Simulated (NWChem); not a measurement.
# doublet [C2H4Br2]+ at 4 levels

Aim: a comparison of 4 runs (UBHLYP/def2-SVP, UM06-2X/def2-SVP, UB3LYP/def2-SVP, UPBE0/def2-SVP) of doublet [C2H4Br2]+. 

The calculation is run with NWChem 7.3.0.

1 further run of the same task is left out (it didn't finish).

### Step 1. The structure to begin with

The species is [C2H4Br2]+ (8 atoms), meant as a doublet with charge +1. SMILES of the parent species: `BrCCBr`. Geometry: relaxed at PBE0-D4/def2-TZVP. This is one conformer, not always the lowest. That shape belongs to the parent species and isn't relaxed for this state.

Bond lengths: Br1–C2 1.938 Å, C2–C3 1.501 Å, C3–Br4 1.938 Å, C2–H5 1.091 Å, C2–H6 1.088 Å, C3–H7 1.088 Å, C3–H8 1.090 Å. Some angles: Br1–C2–C3 113.0°, C2–C3–Br4 113.0°, Br1–C2–H5 105.8°, Br1–C2–H6 106.6°, C3–C2–H5 109.6°, C3–C2–H6 112.0°, C2–C3–H7 112.0°, C2–C3–H8 109.6°, Br4–C3–H7 106.6°, Br4–C3–H8 105.8°.

### Step 2. A single-point energy at UBHLYP/def2-SVP (run 1)

c2h4br2.xyz reads:

```xyz
8

Br    -2.136900     0.202700    -0.670800
C     -0.454500     0.602500     0.204400
C      0.638500    -0.358800    -0.161400
Br     0.347400    -2.139200     0.546800
H     -0.182100     1.607400    -0.119900
H     -0.654000     0.606100     1.273700
H      0.743700    -0.466600    -1.238600
H      1.582700    -0.019600     0.265800
```

c2h4br2.nw reads:

```
start c2h4br2
memory stack 880 mb heap 220 mb global 1100 mb
charge 1

geometry units angstroms noautosym nocenter noautoz
  load c2h4br2.xyz
end

basis spherical bse
  * library def2-SVP
end

dft
  xc bhlyp
  mult 2
  grid fine
  convergence energy 1e-08
  iterations 100
  mulliken
  print low
end

task dft
```

Command:

```console
$ nwchem c2h4br2.nw > c2h4br2.out
```

What it wrote:

```text
[...]
 d= 0,ls=0.0,diis     1  -5225.4293427361 -5.68D+03  1.06D-02  1.57D+00     3.3
[...]
 d= 0,ls=0.0,diis    20  -5225.7943662239 -7.07D-10  8.41D-08  2.29D-11    56.3
[...]
         Total DFT energy =    -5225.794366223909
      One electron energy =    -8155.255761337823
           Coulomb energy =     2669.770880002343
    Exchange-Corr. energy =     -194.642572259702
 Nuclear repulsion energy =      454.333087371273
[...]
      Total Density - Mulliken Population Analysis
     ---------------------------------------------
    Atom       Charge   Shell Charges
 -----------   ------   -------------------------------------------------------
    1 Br  35    34.73   2.00  2.00  1.99  1.48  0.50  6.00  5.98  2.32  2.41  8.21  1.74  0.10
    2 C    6     6.08   1.99  0.93  0.23  2.04  0.86  0.04
    3 C    6     6.08   1.99  0.93  0.23  2.04  0.86  0.04
    4 Br  35    34.73   2.00  2.00  1.99  1.48  0.50  6.00  5.98  2.32  2.41  8.21  1.74  0.10
    5 H    1     0.84   0.72  0.10  0.02
    6 H    1     0.85   0.72  0.10  0.02
    7 H    1     0.85   0.72  0.10  0.02
    8 H    1     0.84   0.72  0.10  0.02
[...]
      <S2> =      0.7537 (Exact =     0.7500)
[...]
```

Run time: 57 s. Hardware: 1 thread of Intel Xeon 6975P-C (Granite Rapids), shared host; peak memory 0.12 GiB.

### Step 3. The energy at UM06-2X/def2-SVP (run 2)

calc.xyz reads:

```xyz
8
C2H4Br2
Br    -2.136900     0.202700    -0.670800
C     -0.454500     0.602500     0.204400
C      0.638500    -0.358800    -0.161400
Br     0.347400    -2.139200     0.546800
H     -0.182100     1.607400    -0.119900
H     -0.654000     0.606100     1.273700
H      0.743700    -0.466600    -1.238600
H      1.582700    -0.019600     0.265800
```

run.py reads:

```python
from ase.io import read
from ase.calculators.nwchem import NWChem

molecule = read('calc.xyz')

calc = NWChem(
    label='calc',
    theory='dft',
    memory='2200 mb',
    basis='def2-SVP',
    basispar='spherical bse',
    charge=1,
    dft={'xc': 'm06-2x', 'mult': '2', 'grid': 'fine', 'convergence': 'energy 1e-08', 'iterations': '100', 'mulliken': None, 'print': 'low'},
    task='energy',
)
molecule.calc = calc

print(f"energy = {molecule.get_potential_energy():.6f} eV")
```

Command:

```console
$ export ASE_NWCHEM_COMMAND="nwchem PREFIX.nwi > PREFIX.nwo"
$ python run.py
```

What it wrote:

```text
energy = -142204.026624 eV
```

The calculator wrote calc.nwi:

```
title "calc"

permanent_dir calc

scratch_dir calc

start calc

geometry units angstrom nocenter noautosym noautoz
  Br -2.1368999999999998e+00 2.0269999999999999e-01 -6.7079999999999995e-01
  C  -4.5450000000000002e-01 6.0250000000000004e-01 2.0440000000000000e-01
  C  6.3849999999999996e-01 -3.5880000000000001e-01 -1.6139999999999999e-01
  Br 3.4739999999999999e-01 -2.1392000000000002e+00 5.4679999999999995e-01
  H  -1.8210000000000001e-01 1.6073999999999999e+00 -1.1990000000000001e-01
  H  -6.5400000000000003e-01 6.0609999999999997e-01 1.2737000000000001e+00
  H  7.4370000000000003e-01 -4.6660000000000001e-01 -1.2385999999999999e+00
  H  1.5827000000000000e+00 -1.9599999999999999e-02 2.6579999999999998e-01
end

charge 1

memory 2200 mb

basis spherical bse noprint
   * library def2-SVP
end

dft
  xc m06-2x
  mult 2
  grid fine
  convergence energy 1e-08
  iterations 100
  mulliken
  print low
end

task dft energy
```

calc.nwo:

```text
Northwest Computational Chemistry Package (NWChem) 7.3.0
             --------------------------------------------------------

           Job information
           ---------------

    nwchem branch   = 7.3.0
    use scalapack   = T
    input           = calc.nwi
    prefix          = calc.
    data base       = calc/calc.db
    status          = startup
    nproc           =        1

           Memory information
           ------------------

[... 5 lines left out ...]
    hardfail = no
[... 38 lines left out ...]
            Nuclear Dipole moment (a.u.)
[... 103 lines left out ...]
         Total DFT energy =    -5225.901631633131
[... 1 line left out ...]
           Coulomb energy =     2670.587998327248
[... 1 line left out ...]
 Nuclear repulsion energy =      454.333087371272
[... 45 lines left out ...]
    Atom       Charge   Shell Charges
 -----------   ------   -------------------------------------------------------
    1 Br  35     0.46   0.00  0.00  0.00  0.00 -0.00  0.00  0.02  0.22  0.22 -0.01  0.01  0.00
    2 C    6     0.02   0.00  0.00 -0.00  0.02 -0.01  0.00
    3 C    6     0.02   0.00  0.00 -0.00  0.02 -0.01  0.00
[... 4 lines of this table left out ...]
    8 H    1     0.00   0.00  0.00  0.00

     --------------------------
     Expectation value of S2:
     --------------------------
      <S2> =      0.7525 (Exact =     0.7500)

 Task  times  cpu:       71.1s     wall:       71.1s
 Total times  cpu:       71.1s     wall:       71.1s
```

It took 72 s on 1 thread of Intel Xeon 6975P-C (Granite Rapids), shared host; peak memory 0.12 GiB.

Run 3 isn't shown in full; the table further down has it.

### Step 4. A single-point energy at UPBE0/def2-SVP (run 4)

c2h4br2.nw reads:

```
start c2h4br2
memory stack 880 mb heap 220 mb global 1100 mb
charge 1

geometry units angstroms noautosym nocenter noautoz
  Br    -2.136900     0.202700    -0.670800
  C     -0.454500     0.602500     0.204400
  C      0.638500    -0.358800    -0.161400
  Br     0.347400    -2.139200     0.546800
  H     -0.182100     1.607400    -0.119900
  H     -0.654000     0.606100     1.273700
  H      0.743700    -0.466600    -1.238600
  H      1.582700    -0.019600     0.265800
end

basis spherical bse
  Br library def2-SVP
  C library def2-SVP
  H library def2-SVP
end

dft
  xc pbe0
  mult 2
  grid fine
  convergence energy 1e-08
  iterations 100
  mulliken
  print medium
end

task dft
```

Command:

```console
$ nwchem c2h4br2.nw > c2h4br2.out
```

What it wrote:

```text
[...]
          Wavefunction type:  spin polarized.
          No. of atoms     :     8
          No. of electrons :    85
[...]
          Charge           :     1
          Spin multiplicity:     2
[...]
          AO basis - number of functions:   112
[...]
              XC Information
              --------------
                         PBE0 Method XC Functional
                     Hartree-Fock (Exact) Exchange  0.250
          PerdewBurkeErnzerhof Exchange Functional  0.750
            Perdew 1991 LDA Correlation Functional  1.000 local
           PerdewBurkeErnz. Correlation Functional  1.000 non-local
[...]
 d= 0,ls=0.0,diis     1  -5224.8155808271 -5.68D+03  1.27D-02  1.67D+00     3.6
[...]
 d= 0,ls=0.5,diis    67  -5225.1880227590 -7.84D-09  2.42D-07  1.53D-08   189.5
[...]
         Total DFT energy =    -5225.188022764305
      One electron energy =    -8154.978016548655
           Coulomb energy =     2669.449842328518
    Exchange-Corr. energy =     -193.992935915441
 Nuclear repulsion energy =      454.333087371272
[...]
      Total Density - Mulliken Population Analysis
     ---------------------------------------------
    Atom       Charge   Shell Charges
 -----------   ------   -------------------------------------------------------
    1 Br  35    34.72   2.00  2.00  1.99  1.50  0.49  6.00  5.98  2.33  2.39  8.20  1.74  0.11
    2 C    6     6.14   1.99  0.93  0.25  2.05  0.89  0.04
    3 C    6     6.14   1.99  0.93  0.25  2.05  0.89  0.04
    4 Br  35    34.72   2.00  2.00  1.99  1.50  0.49  6.00  5.98  2.33  2.39  8.20  1.74  0.11
    5 H    1     0.82   0.72  0.08  0.02
    6 H    1     0.82   0.71  0.09  0.02
    7 H    1     0.82   0.71  0.09  0.02
    8 H    1     0.82   0.72  0.08  0.02
[...]
      <S2> =      0.7519 (Exact =     0.7500)
[...]
```

Run time: 3.2 min. Hardware: 1 thread of Intel Xeon 6975P-C (Granite Rapids), shared host; peak memory 0.12 GiB.

### Step 5. Overview of the runs

```tsv
run	level	energy (Eh)	⟨S²⟩	wall time
1	UBHLYP/def2-SVP	-5225.794366	0.754	57 s
2	UM06-2X/def2-SVP	-5225.901632	0.752	72 s
3	UB3LYP/def2-SVP	-5225.936801	0.751	3.9 min
4	UPBE0/def2-SVP	-5225.188023	0.752	3.2 min
```

### Step 6. Outcome

| quantity | value |
| --- | --- |
| run 4: total energy | -5225.18802 Eh |
| run 4: HOMO energy (highest over α and β) | -13.42 eV |
| run 4: LUMO energy (lowest over α and β) | -12.25 eV |
| run 4: ⟨S²⟩ | 0.752 |

In words: Totals of different functionals can't be ranked against each other. All runs together took 9.3 min, the longest 3.9 min.
